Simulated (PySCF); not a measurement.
# H2O6Si3: relaxation and vibrations and intensities, part 2 of 2

The task, for H2O6Si3: 2 runs in a chain (relaxation and vibrations and intensities).

PySCF 2.14.0; relaxation, pbe0, def2-tzvp, and further levels as typed in the inputs.

**3. Vibrations and intensities: vibrations and intensities, pbe0, def2-tzvp**

It takes the final geometry of step 2.

Contents of run.py:

```python
from pyscf import gto, dft
from pyscf.hessian import thermo
import numpy as np
mol = gto.M(atom="mol.xyz", basis="def2-tzvp", charge=1, spin=1, verbose=4)
mf = dft.UKS(mol, xc="pbe0").density_fit().run(conv_tol=1e-9)
for i in range(6):  # look for a lower solution of the same spin
    mo, _, ok, _ = mf.stability(return_status=True)
    if ok: break
    mf.kernel(mf.make_rdm1(mo, mf.mo_occ))
print(f"converged SCF energy = {mf.e_tot:.10f}, stable: {ok}")
mol.verbose = 0; x = mol.atom_coords(); n = x.size; h = np.zeros((n, n + 3))
def point(d):
    m = mol.set_geom_(x + d.reshape(-1, 3), unit="Bohr", inplace=False); s = dft.UKS(m, xc="pbe0").density_fit()
    s.grids.level = 4
    s.run(mf.make_rdm1(), conv_tol=1e-10); g = s.nuc_grad_method(); g.grid_response = True
    return np.append(g.kernel(), s.dip_moment(unit="AU", verbose=0))
for k in range(n): d = np.zeros(n); d[k] = 0.01; h[k] = (point(d) - point(-d)) / 0.02
H = (h[:, :n] + h[:, :n].T) / 2
f = thermo.harmonic_analysis(mol, H.reshape(mol.natm, 3, mol.natm, 3).transpose(0, 2, 1, 3))
print("harmonic vibrations: frequency (1/cm), infrared intensity (km/mol)")
for w, q in zip(f["freq_wavenumber"], f["norm_mode"]): t = q.ravel() @ h[:, n:]; print(f"  {w.real - w.imag:9.2f} {974.88 * t @ t:9.2f}")
```

Command:

```
$ python run.py
```

Log:

```text
[INPUT] num. atoms = 11
[INPUT] num. electrons = 91
[INPUT] charge = 1
[INPUT] spin (= nelec alpha-beta = 2S) = 1
[INPUT] symmetry False subgroup None
[INPUT] Mole.unit = angstrom
[INPUT] Symbol           X                Y                Z      unit          X                Y                Z       unit  Magmom
[INPUT]  1 H     -3.797536110000  -0.462100930000  -1.290671200000 AA   -7.176303196046  -0.873244199607  -2.439015084864 Bohr   0.0
[INPUT]  2 O     -2.989528120000  -0.892395620000  -1.003478750000 AA   -5.649389388486  -1.686383316561  -1.896300009321 Bohr   0.0
[INPUT]  3 Si    -1.668784510000  -0.247949840000  -0.452739620000 AA   -3.153545684817  -0.468557290230  -0.855553887540 Bohr   0.0
[INPUT]  4 O     -1.125270770000   1.092175560000  -1.392157620000 AA   -2.126453571278   2.063912688343  -2.630796624026 Bohr   0.0
[INPUT]  5 Si     0.266127200000   1.695585140000  -0.919569080000 AA    0.502907522297   3.204191535482  -1.737733713818 Bohr   0.0
[INPUT]  6 O      0.974325620000   1.032080400000   0.338498110000 AA    1.841208577947   1.950349294532   0.639668721583 Bohr   0.0
[INPUT]  7 Si     0.091371050000  -0.274015100000   1.036167660000 AA    0.172666260214  -0.517813492995   1.958073096531 Bohr   0.0
[INPUT]  8 O      0.758347040000  -0.848941110000   2.336137990000 AA    1.433068212975  -1.604266193784   4.414660990292 Bohr   0.0
[INPUT]  9 H      1.686933880000  -1.023438870000   2.504171280000 AA    3.187843023450  -1.934019169534   4.732197888202 Bohr   0.0
[INPUT] 10 O     -1.456351390000   0.316214520000   1.099766390000 AA   -2.752105268230   0.597558839411   2.078257278102 Bohr   0.0
[INPUT] 11 O     -0.303147080000  -1.175445160000  -0.307626380000 AA   -0.572864956662  -2.221269426846  -0.581329606891 Bohr   0.0

nuclear repulsion = 824.41540481723
number of shells = 113
number of NR pGTOs = 481
number of NR cGTOs = 309
basis = def2-tzvp
ecp = {}

******** <class 'pyscf.df.df_jk.DFUKS'> ********
method = DFUKS
initial guess = minao
damping factor = 0
level_shift factor = 0
DIIS = <class 'pyscf.scf.diis.CDIIS'>
diis_start_cycle = 1
diis_space = 8
diis_damp = 0
SCF conv_tol = 1e-09
SCF conv_tol_grad = None
SCF max_cycles = 50
direct_scf = False
number electrons alpha = 46  beta = 45
XC library pyscf.dft.libxc version 7.0.0
    S. Lehtola, C. Steigemann, M. J.T. Oliveira, and M. A.L. Marques.,  SoftwareX 7, 1–5 (2018)
XC functionals = pbe0
    C. Adamo and V. Barone.,  J. Chem. Phys. 110, 6158 (1999)
    M. Ernzerhof and G. E. Scuseria.,  J. Chem. Phys. 110, 5029 (1999)
radial grids:
    Treutler-Ahlrichs [JCP 102, 346 (1995); DOI:10.1063/1.469408] (M4) radial grids

becke partition: Becke, JCP 88, 2547 (1988); DOI:10.1063/1.454033
pruning grids: <function nwchem_prune at 0xffa1efb28180>
grids dens level: 3
symmetrized grids: False
atomic radii adjust function: <function treutler_atomic_radii_adjust at 0xffa1efb28860>
small_rho_cutoff = 0
Set gradient conv threshold to 3.16228e-05
tot grids = 161648
******** <class 'pyscf.df.df.DF'> ********
auxbasis = def2-tzvp-jkfit
init E= -1322.67117066527
[... the frontier-level lines of each cycle are left out ...]


cycle= 1 E= -1320.09264459519  delta_E= 2.58  |g|= 1.13  |ddm|= 2.46


cycle= 2 E= -1318.95463362943  delta_E= 1.14  |g|= 1.92  |ddm|= 1.83
cycle= 3 E= -1320.4790923468  delta_E= -1.52  |g|= 0.335  |ddm|= 1.46
cycle= 4 E= -1320.53061782159  delta_E= -0.0515  |g|= 0.0992  |ddm|= 0.26
cycle= 5 E= -1320.53483415463  delta_E= -0.00422  |g|= 0.055  |ddm|= 0.127
cycle= 6 E= -1320.53592367648  delta_E= -0.00109  |g|= 0.0138  |ddm|= 0.0418
cycle= 7 E= -1320.53598365431  delta_E= -6e-05  |g|= 0.00754  |ddm|= 0.0112
cycle= 8 E= -1320.53600359936  delta_E= -1.99e-05  |g|= 0.00233  |ddm|= 0.00468
cycle= 9 E= -1320.53600619512  delta_E= -2.6e-06  |g|= 0.000493  |ddm|= 0.00191
cycle= 10 E= -1320.53600635712  delta_E= -1.62e-07  |g|= 0.000176  |ddm|= 0.000531
cycle= 11 E= -1320.53600638064  delta_E= -2.35e-08  |g|= 0.000128  |ddm|= 0.000241
cycle= 12 E= -1320.53600638703  delta_E= -6.39e-09  |g|= 6.38e-05  |ddm|= 9.8e-05
cycle= 13 E= -1320.53600638887  delta_E= -1.84e-09  |g|= 2.51e-05  |ddm|= 5.16e-05
cycle= 14 E= -1320.53600638907  delta_E= -2.05e-10  |g|= 1.57e-05  |ddm|= 2.21e-05
Extra cycle  E= -1320.53600638896  delta_E= 1.11e-10  |g|= 2.5e-05  |ddm|= 1.9e-05
converged SCF energy = -1320.53600638896  <S^2> = 0.75294728  2S+1 = 2.0029451
uhf_internal: lowest eigs of H = [0.18943829 0.22971688 0.2544394 ]
<class 'pyscf.df.df_jk.DFUKS'> wavefunction is stable in the internal stability analysis
converged SCF energy = -1320.5360063890, stable: True
harmonic vibrations: frequency (1/cm), infrared intensity (km/mol)
     107.57    115.60
     121.19    102.68
     140.06     60.04
     186.02      0.22
     204.30      1.42
     226.43      5.62
     264.06     21.84
     325.54      6.71
     327.06     51.82
     365.15      3.58
     393.76     18.82
     514.17      3.48
     535.56      2.38
     618.52    180.98
     641.90    106.66
     658.76     64.17
     712.60     11.82
     732.74    348.42
     778.05     98.02
     885.90     54.32
     932.99    279.57
     985.50    341.25
    1060.33     87.12
    1127.23    582.56
    1176.90     23.69
    3914.90    534.53
    3918.45    149.25
```

Run time: 4 h. Hardware: 3 threads of Arm Neoverse N1, shared host.

Harmonic frequencies from the force constants, with isotope-averaged masses (PySCF's default) and rigid motions projected out (i: imaginary):

```csv
mode,cm⁻¹,IR (km/mol)
1,108,115.6
2,121,102.7
3,140,60.0
4,186,0.2
5,204,1.4
6,226,5.6
7,264,21.8
8,326,6.7
9,327,51.8
10,365,3.6
11,394,18.8
12,514,3.5
13,536,2.4
14,619,181.0
15,642,106.7
16,659,64.2
17,713,11.8
18,733,348.4
19,778,98.0
20,886,54.3
21,933,279.6
22,986,341.2
23,1060,87.1
24,1127,582.6
25,1177,23.7
26,3915,534.5
27,3918,149.2
```

**4. The runs side by side**

This closing draws on all 2 parts.

```
                     quantity             value
harmonic frequencies (step 3)  108 to 3918 cm⁻¹
   zero-point energy (step 3)          1.355 eV
```

**Reading.** In step 3 all modes are real: a minimum.
